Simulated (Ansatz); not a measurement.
**AlIn in Ansatz: the effect of functional**

AlIn:

```
Al In
1.0
     3.05413    0.00000    0.00000
    -1.52707    2.64496    0.00000
     0.00000    0.00000    5.82802
Al In
1 1
Direct
  0.00000 0.00000 0.00000
  0.00000 0.00000 0.50000
```

The cell was built by a generator and needn't be a form met in nature.

Alike in all runs:

- Program: Ansatz 0.2.0
- Task: band structure
- Potentials or basis: Ansatz PAW
- k mesh: 6 × 6 × 3
- Occupations: fermi-dirac, width 0.05 eV
- Spin: no spin polarisation

Problem. One run gave: pressure 4.3 GPa. Which functional did it use?
A. PBEsol
B. revPBE
C. RPBE
D. PBE
E. BLYP

Solution. E.

```tsv
functional	cutoff	pressure (GPa)
LDA	420 eV (not typed: the program's choice for these potentials)	-3.4
PBE	420 eV (not typed: the program's choice for these potentials)	0.1
PBEsol	420 eV (not typed: the program's choice for these potentials)	-2.3
RPBE	420 eV (not typed: the program's choice for these potentials)	1.3
revPBE	420 eV (not typed: the program's choice for these potentials)	1.0
BLYP	420 eV (not typed: the program's choice for these potentials)	4.3
r2SCAN	500 eV (not typed: the program's choice for these potentials)	-1.5
```

Caveats: all runs use coarse meshes; the PAW data sets come from PBE, with cores solved anew for the run's functional, which leaves a small shift of forces and pressure (some runs).
